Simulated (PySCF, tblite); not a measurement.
# C₃H₁₃AlAsN: geometry, infrared bands and NMR shifts

What infrared bands and NMR shifts should C₃H₁₃AlAsN (`CCC[NH][AlH2-][AsH3+]`) show?

Computed with tblite 0.8.0 and PySCF 2.14.0, with density-fitted response routines of our own, on a single molecule in the gas phase. Atoms are numbered from 0 throughout.

### Step 1. Starting geometry

19 atoms, charge 0, multiplicity 1; geometry from: force field or distance geometry start.

Bonds of the start (Å): C0–C1 1.52, C1–C2 1.54, C2–N3 1.43, N3–Al4 1.88, Al4–As5 2.43, C0–H6 1.11, C0–H7 1.11, C0–H8 1.11, C1–H9 1.12, C1–H10 1.09, C2–H11 1.10, C2–H12 1.12, N3–H13 1.05, Al4–H14 1.59, Al4–H15 1.60, As5–H16 1.56, As5–H17 1.56, As5–H18 1.57.

### Step 2. Relaxing the molecule with GFN2-xTB

The job: settings as JSON, then the geometry in Å.

```
{"job": {"kind": "relax", "xc": "GFN2-xTB", "basis": "xTB"}, "charge": 0, "multiplicity": 1}
C     -2.144800     1.426700     0.089100
C     -1.389800     0.271500    -0.538300
C     -0.897600    -0.579200     0.644900
N     -0.154500    -1.720900     0.205700
Al     1.399200    -1.289800    -0.768900
As     2.689700     0.516200     0.210600
H     -2.756500     1.010100     0.914900
H     -1.481600     2.232700     0.470500
H     -2.871700     1.851900    -0.636900
H     -2.165300    -0.343600    -1.058500
H     -0.587700     0.592600    -1.200100
H     -0.351300     0.030900     1.385500
H     -1.815900    -0.944400     1.181900
H      0.043900    -2.368600     1.013000
H      1.038200    -0.907200    -2.271700
H      2.358000    -2.565500    -0.809600
H      3.262700     0.171000     1.620600
H      1.894600     1.860700     0.263800
H      3.920600     0.764000    -0.724100
```

The run is started by

```bash
OMP_NUM_THREADS=1 python probes_run.py task.json out
```

This one command runs all jobs of the session in turn.

Output:

```text
step      E/eV     max force
  0    -527.02818    3.452
  1    -527.40700    2.632
  2    -527.91631    1.539
  3    -528.19647    1.431
  4    -528.47571    0.655
  5    -528.52598    0.537
  6    -528.57777    0.333
  7    -528.59736    0.270
  8    -528.60836    0.204
  9    -528.61789    0.234
 10    -528.62635    0.194
 11    -528.63436    0.242
 12    -528.64317    0.232
 13    -528.65325    0.264
 14    -528.66458    0.268
 15    -528.67484    0.233
 16    -528.68196    0.186
 17    -528.68646    0.135
 18    -528.68967    0.148
 19    -528.69258    0.150
 20    -528.69590    0.179
 21    -528.69949    0.134
 22    -528.70269    0.140
 23    -528.70514    0.123
 24    -528.70703    0.119
 25    -528.70879    0.095
 26    -528.71058    0.121
 27    -528.71232    0.101
 28    -528.71405    0.104
 29    -528.71595    0.108
 30    -528.71814    0.115
 31    -528.72080    0.123
 32    -528.72418    0.125
 33    -528.72847    0.166
 34    -528.73315    0.211
 35    -528.73761    0.250
 36    -528.74173    0.160
 37    -528.74538    0.160
 38    -528.74731    0.139
 39    -528.75030    0.135
 40    -528.75284    0.140
 41    -528.75568    0.136
 42    -528.75793    0.137
 43    -528.75977    0.116
 44    -528.76116    0.115
 45    -528.76294    0.115
 46    -528.76500    0.140
 47    -528.76759    0.120
 48    -528.76956    0.103
 49    -528.77085    0.078
 50    -528.77190    0.078
 51    -528.77303    0.092
 52    -528.77409    0.090
 53    -528.77491    0.074
 54    -528.77558    0.071
 55    -528.77633    0.083
 56    -528.77716    0.066
 57    -528.77790    0.062
 58    -528.77844    0.048
 59    -528.77883    0.049
 60    -528.77914    0.033
 61    -528.77939    0.037
 62    -528.77958    0.032
 63    -528.77975    0.035
 64    -528.77993    0.031
 65    -528.78012    0.032
 66    -528.78034    0.041
 67    -528.78066    0.063
 68    -528.78113    0.073
 69    -528.78172    0.058
 70    -528.78229    0.055
 71    -528.78274    0.045
 72    -528.78317    0.043
 73    -528.78370    0.051
 74    -528.78436    0.060
 75    -528.78502    0.065
 76    -528.78562    0.052
 77    -528.78618    0.052
 78    -528.78676    0.056
 79    -528.78734    0.059
 80    -528.78792    0.062
 81    -528.78856    0.070
 82    -528.78931    0.069
 83    -528.79014    0.064
 84    -528.79102    0.062
 85    -528.79164    0.070
 86    -528.79208    0.058
 87    -528.79243    0.049
 88    -528.79278    0.044
 89    -528.79317    0.048
 90    -528.79358    0.048
 91    -528.79407    0.050
 92    -528.79450    0.065
 93    -528.79487    0.043
 94    -528.79521    0.047
 95    -528.79567    0.054
 96    -528.79640    0.068
 97    -528.79734    0.075
 98    -528.79804    0.074
 99    -528.79844    0.169
100    -528.79895    0.052
101    -528.79948    0.064
102    -528.80043    0.097
103    -528.80113    0.090
104    -528.80179    0.068
105    -528.80222    0.046
106    -528.80268    0.048
107    -528.80317    0.070
108    -528.80405    0.085
109    -528.80487    0.068
110    -528.80556    0.058
111    -528.80592    0.057
112    -528.80634    0.056
113    -528.80673    0.054
114    -528.80722    0.054
115    -528.80744    0.044
116    -528.80772    0.037
117    -528.80793    0.037
118    -528.80824    0.049
119    -528.80863    0.054
120    -528.80924    0.049
121    -528.80993    0.056
122    -528.81061    0.065
123    -528.81137    0.095
124    -528.81252    0.114
125    -528.81420    0.103
126    -528.81610    0.106
127    -528.81759    0.129
128    -528.81847    0.095
129    -528.81941    0.083
130    -528.82030    0.091
131    -528.82110    0.058
132    -528.82156    0.075
133    -528.82207    0.062
134    -528.82267    0.045
135    -528.82376    0.050
136    -528.82450    0.058
137    -528.82508    0.057
138    -528.82558    0.062
139    -528.82618    0.055
140    -528.82704    0.061
141    -528.82769    0.068
142    -528.82821    0.053
143    -528.82854    0.042
144    -528.82880    0.047
145    -528.82907    0.028
146    -528.82934    0.045
147    -528.82962    0.041
148    -528.82994    0.045
149    -528.83026    0.047
150    -528.83067    0.052
151    -528.83134    0.060
152    -528.83227    0.074
153    -528.83316    0.067
154    -528.83367    0.060
155    -528.83413    0.061
156    -528.83458    0.055
157    -528.83507    0.041
158    -528.83541    0.042
159    -528.83580    0.044
160    -528.83614    0.040
161    -528.83656    0.044
162    -528.83696    0.038
163    -528.83739    0.059
164    -528.83788    0.051
165    -528.83848    0.071
166    -528.83912    0.047
167    -528.83982    0.078
168    -528.84049    0.073
169    -528.84124    0.062
170    -528.84191    0.053
171    -528.84241    0.046
172    -528.84281    0.037
173    -528.84340    0.056
174    -528.84398    0.050
175    -528.84445    0.052
176    -528.84485    0.053
177    -528.84531    0.048
178    -528.84582    0.043
179    -528.84612    0.039
180    -528.84635    0.046
181    -528.84658    0.047
182    -528.84685    0.047
183    -528.84713    0.032
184    -528.84733    0.032
185    -528.84752    0.032
186    -528.84776    0.039
187    -528.84808    0.044
188    -528.84839    0.044
189    -528.84862    0.040
190    -528.84879    0.030
191    -528.84894    0.026
192    -528.84904    0.026
193    -528.84910    0.021
194    -528.84916    0.022
195    -528.84924    0.020
196    -528.84935    0.025
197    -528.84949    0.027
198    -528.84965    0.026
199    -528.84978    0.020
200    -528.84986    0.014
201    -528.84992    0.014
202    -528.84995    0.015
203    -528.84998    0.014
204    -528.85002    0.011
205    -528.85005    0.011
206    -528.85008    0.011
207    -528.85011    0.009
```

Wall time 2.4 s (1 thread of Arm Neoverse N1, shared host).

Step by step: (not every step is listed)

| step | energy from step 0 (eV) | largest force (eV/Å) |
| --- | --- | --- |
| 0 | 0.0000 | 3.4518 |
| 1 | -0.3788 | 2.6321 |
| 2 | -0.8881 | 1.5392 |
| 3 | -1.1683 | 1.4315 |
| 4 | -1.4475 | 0.6553 |
| 5 | -1.4978 | 0.5369 |
| 6 | -1.5496 | 0.3329 |
| 7 | -1.5692 | 0.2698 |
| 8 | -1.5802 | 0.2044 |
| 27 | -1.6841 | 0.1009 |
| 46 | -1.7368 | 0.1398 |
| 65 | -1.7519 | 0.0322 |
| 84 | -1.7628 | 0.0617 |
| 103 | -1.7729 | 0.0899 |
| 122 | -1.7824 | 0.0654 |
| 141 | -1.7995 | 0.0677 |
| 160 | -1.8080 | 0.0396 |
| 179 | -1.8179 | 0.0392 |
| 198 | -1.8215 | 0.0258 |
| 202 | -1.8218 | 0.0150 |
| 203 | -1.8218 | 0.0140 |
| 204 | -1.8218 | 0.0110 |
| 205 | -1.8219 | 0.0107 |
| 206 | -1.8219 | 0.0111 |
| 207 | -1.8219 | 0.0091 |

Close pairs (by a distance rule), those that changed most:

| bond | before (Å) | after (Å) | change (Å) |
| --- | --- | --- | --- |
| Al4–As5 | 2.426 | 2.664 | +0.238 |
| N3–Al4 | 1.884 | 1.792 | -0.092 |
| As5–H18 | 1.565 | 1.487 | -0.078 |
| As5–H16 | 1.561 | 1.489 | -0.072 |
| As5–H17 | 1.563 | 1.506 | -0.057 |
| N3–H13 | 1.054 | 1.016 | -0.038 |
| Al4–H14 | 1.592 | 1.555 | -0.037 |
| Al4–H15 | 1.596 | 1.564 | -0.032 |

The end geometry stands in the next job.

### Step 3. Vibrational analysis with GFN2-xTB

The job: settings as JSON, then the geometry in Å.

```
{"job": {"kind": "ir", "xc": "GFN2-xTB", "basis": "xTB"}, "charge": 0, "multiplicity": 1}
C     -1.962496     1.529767     0.407426
C     -1.523040     0.283304    -0.347023
C     -0.837136    -0.728415     0.576487
N     -0.162988    -1.787769    -0.158481
Al     1.567693    -1.865231    -0.615582
As     2.158364     0.707203    -0.253934
H     -2.649606     1.271848     1.210717
H     -1.093941     2.026646     0.842724
H     -2.461739     2.227811    -0.260459
H     -2.381631    -0.187062    -0.830386
H     -0.805948     0.558979    -1.132069
H     -0.069804    -0.195233     1.163440
H     -1.569293    -1.139502     1.282163
H     -0.848132    -2.455200    -0.500069
H      2.000289    -1.931627    -2.107521
H      2.634834    -2.236315     0.466149
H      2.643185     0.724014     1.153461
H      1.825875     2.172873    -0.164869
H      3.525711     1.033160    -0.739637
```

Output:

```text
mode    cm-1     km/mol
  1      38.2      0.41
  2      43.3      1.83
  3      58.1      1.55
  4     107.1      0.91
  5     121.4      0.28
  6     128.9      0.63
  7     140.2      0.37
  8     189.5      9.28
  9     218.5      4.53
 10     248.3      0.95
 11     287.1      2.29
 12     369.0      6.28
 13     409.3     17.27
 14     427.8     57.85
 15     503.6     59.75
 16     624.2    561.56
 17     677.6    119.70
 18     782.8    110.34
 19     799.7    202.68
 20     897.1      8.23
 21     924.0      5.61
 22     958.7    313.61
 23    1003.1    107.46
 24    1024.8    102.79
 25    1060.2     28.13
 26    1086.3      1.64
 27    1106.9     22.85
 28    1117.0     48.90
 29    1215.4      5.74
 30    1257.7      3.10
 31    1285.7      1.77
 32    1329.8     34.93
 33    1349.3     18.20
 34    1410.0      3.95
 35    1467.2      0.17
 36    1478.0      1.95
 37    1498.2      1.79
 38    1499.8      2.67
 39    1687.2    328.99
 40    1734.0    222.27
 41    1885.1    736.94
 42    2002.9    659.02
 43    2017.1    399.75
 44    2817.6    107.09
 45    2891.8     15.10
 46    2902.2    129.19
 47    2977.1      6.22
 48    2990.5     88.90
 49    3031.0     37.07
 50    3037.6     31.31
 51    3347.7      3.64
```

It took 1.1 s on 1 thread of Arm Neoverse N1, shared host.

The strongest bands and the atoms that carry them (share of the mass-weighted mode):

| cm⁻¹ | km/mol | atoms |
| --- | --- | --- |
| 624 | 561.6 | H15 49 %, H14 34 % |
| 800 | 202.7 | H15 26 %, H14 26 %, Al4 15 % |
| 959 | 313.6 | H17 35 %, H18 32 %, H16 28 % |
| 1687 | 329.0 | H15 92 % |
| 1734 | 222.3 | H14 93 % |
| 1885 | 736.9 | H17 99 % |
| 2003 | 659.0 | H16 81 %, H18 18 % |
| 2017 | 399.8 | H18 81 %, H16 18 % |

### Step 4. NMR shieldings: PBE0/pcSseg-1

Settings changed since step 3:

```diff
@@ -1,2 +1,2 @@
-{"job": {"kind": "ir", "xc": "GFN2-xTB", "basis": "xTB"}, "charge": 0, "multiplicity": 1}
+{"job": {"kind": "nmr", "xc": "PBE0", "basis": "pcSseg-1"}, "charge": 0, "multiplicity": 1}
 C     -1.962496     1.529767     0.407426
```

With the program's defaults for keys left out, this is: GIAO PBE0/pcSseg-1 NMR shielding, non-relativistic, gas phase.

Output:

```text
coarse grid: 66480 points
cycle   1  E = -2654.2302082180  dE = -5.998e-01  |g| = 8.588e-01  |ddm| = 3.738e+00
cycle   2  E = -2654.1781769743  dE =  5.203e-02  |g| = 8.790e-01  |ddm| = 1.414e+00
cycle   3  E = -2654.3051736510  dE = -1.270e-01  |g| = 1.957e-01  |ddm| = 1.045e+00
cycle   4  E = -2654.3129771570  dE = -7.804e-03  |g| = 5.534e-02  |ddm| = 2.104e-01
cycle   5  E = -2654.3134487453  dE = -4.716e-04  |g| = 8.827e-03  |ddm| = 5.041e-02
cycle   6  E = -2654.3134666029  dE = -1.786e-05  |g| = 2.609e-03  |ddm| = 1.043e-02
cycle   7  E = -2654.3134682988  dE = -1.696e-06  |g| = 5.359e-04  |ddm| = 3.043e-03
final grid: 139416 points
cycle   8  E = -2654.3135701880  dE = -9.135e-08  |g| = 5.701e-04  |ddm| = 2.058e-03
cycle   9  E = -2654.3135701534  dE =  3.459e-08  |g| = 7.067e-04  |ddm| = 1.079e-03
cycle  10  E = -2654.3135702568  dE = -1.034e-07  |g| = 4.226e-05  |ddm| = 5.836e-04
cycle  11  E = -2654.3135702571  dE = -2.929e-10  |g| = 1.779e-05  |ddm| = 5.382e-05
converged SCF energy = -2654.3135702571

GIAO shielding tensors (ppm)
atom      isotropic    diamagn.    paramagn.     s11        s22        s33       span
  0 C      173.474     247.622     -74.148    162.442    170.933    187.047     24.605
  1 C      150.673     249.538     -98.865    128.068    152.079    171.874     43.806
  2 C      130.226     245.418    -115.193    106.360    124.376    159.941     53.581
  3 N      232.948     319.576     -86.628    209.755    222.224    266.865     57.110
  4 Al     410.133     794.351    -384.218    389.363    413.626    427.411     38.048
  5 As    1925.233    2878.938    -953.706   1867.864   1931.482   1976.353    108.489
  6 H       30.912      29.305       1.607     26.594     28.584     37.558     10.964
  7 H       31.108      31.682      -0.574     25.937     31.544     35.841      9.904
  8 H       30.617      28.685       1.932     26.289     27.447     38.116     11.827
  9 H       30.159      31.471      -1.312     26.123     29.608     34.744      8.621
 10 H       30.264      33.043      -2.778     27.786     29.610     33.397      5.611
 11 H       29.172      33.201      -4.029     26.132     30.518     30.866      4.733
 12 H       28.352      30.777      -2.425     22.979     28.576     33.501     10.522
 13 H       31.695      31.914      -0.219     23.376     30.012     41.698     18.323
 14 H       26.924      28.567      -1.643     23.724     24.707     32.341      8.617
 15 H       26.762      28.741      -1.979     22.955     25.568     31.764      8.808
 16 H       28.646      30.306      -1.660     22.112     22.472     41.354     19.242
 17 H       28.280      29.761      -1.480     20.802     23.276     40.763     19.961
 18 H       28.972      28.647       0.325     21.695     22.336     42.886     21.191
```

Run time: 52 s. Hardware: 1 thread of Arm Neoverse N1, shared host; peak memory 1 GiB.

The references, computed at this level on geometries of the same kind, shield at (ppm): 1H TMS 31.72, 13C TMS 186.9, 15N NH3 267.7, 27Al AlH4- 490.0, 75As AsH3 1989. Their shielding less the atom's gives the shift. The references are single molecules in the gas phase, so shifts against H2O, NH3, PH3, H3PO4 or CFCl3 are not on the usual liquid scales and can be off by tens of ppm. Shifts against hydride references such as AlH4− lie on their own scale. Atoms listed in one row are averaged.

| atoms | environment | σ (ppm) | δ (ppm) |
| --- | --- | --- | --- |
| C2 | sp3 CH2 bonded to N | 130.2 | 56.7 |
| C1 | sp3 CH2 | 150.7 | 36.3 |
| C0 | methyl carbon | 173.5 | 13.5 |
| H14, H15 | hydrogen on an aluminium bonded to As, N | 26.84 | 4.87 |
| H16, H17, H18 | hydrogen on an arsenic bonded to Al | 28.63 | 3.08 |
| H11, H12 | hydrogen on an sp3 CH2 bonded to N | 28.76 | 2.96 |
| H9, H10 | hydrogen on an sp3 CH2 | 30.21 | 1.51 |
| H6, H7, H8 | hydrogen on a methyl carbon | 30.88 | 0.84 |
| H13 | hydrogen on a nitrogen bonded to C, Al | 31.70 | 0.02 |
| N3 | nitrogen bonded to C, Al, H | 232.9 | 34.8 |
| Al4 | aluminium bonded to As, N, 2 H | 410.1 | 79.8 |
| As5 | arsenic bonded to Al, 3 H | 1925 | 63 |

Charges from the same density, by scheme (e):

| atoms | Mulliken | IAO | Hirshfeld | ESP fit |
| --- | --- | --- | --- | --- |
| C0 | -0.28 | -0.42 | -0.12 | -0.27 |
| C1 | -0.28 | -0.25 | -0.08 | 0.11 |
| C2 | -0.01 | -0.12 | -0.03 | -0.09 |
| N3 | -0.76 | -0.73 | -0.32 | -1.00 |
| Al4 | 0.88 | 0.62 | 0.36 | 0.94 |
| As5 | -0.26 | 0.24 | 0.26 | 0.16 |

Mayer bond orders: C0–C1 1.05, C1–C2 1.01, C2–N3 0.98, N3–Al4 0.91, Al4–As5 0.19.

### Step 5. Results

| quantity | value |
| --- | --- |
| strongest single infrared mode (GFN2-xTB) | 1885 cm⁻¹, 737 km/mol |
| zero-point energy (GFN2-xTB) | 89.3 kcal/mol |
| 13C shifts against TMS (PBE0/pcSseg-1) | 56.7, 36.3, 13.5 ppm |
| 1H shifts against TMS (PBE0/pcSseg-1, means over atoms taken as alike) | 4.87, 3.08, 2.96, 1.51, 0.84, 0.02 ppm |
| 15N shifts against NH3 (PBE0/pcSseg-1) | 34.8 ppm |
| 27Al shifts against AlH4- (PBE0/pcSseg-1) | 79.8 ppm |
| 75As shifts against AsH3 (PBE0/pcSseg-1) | 63 ppm |

**Reading.** Relaxing lowered the energy by 1.822 eV in 207 steps; the close pair that moved most is Al4–As5, from 2.426 to 2.664 Å. No mode is imaginary among the 51: a minimum at this level. The strongest single mode, at 1885 cm⁻¹, moves mainly H17. GFN2-xTB is a fitted tight-binding method: band positions and strengths are rough. Its intensities can rank the bands wrongly. The most deshielded carbon is C2 (sp3 CH2 bonded to N), at 56.7 ppm: pulled downfield by the heteroatom. At PBE0/pcSseg-1: The widest tensor belongs to As5: span 108 ppm, with a paramagnetic part of -954 ppm. Spin-orbit coupling is left out, which matters for shieldings and couplings at and beside the heavy atoms.
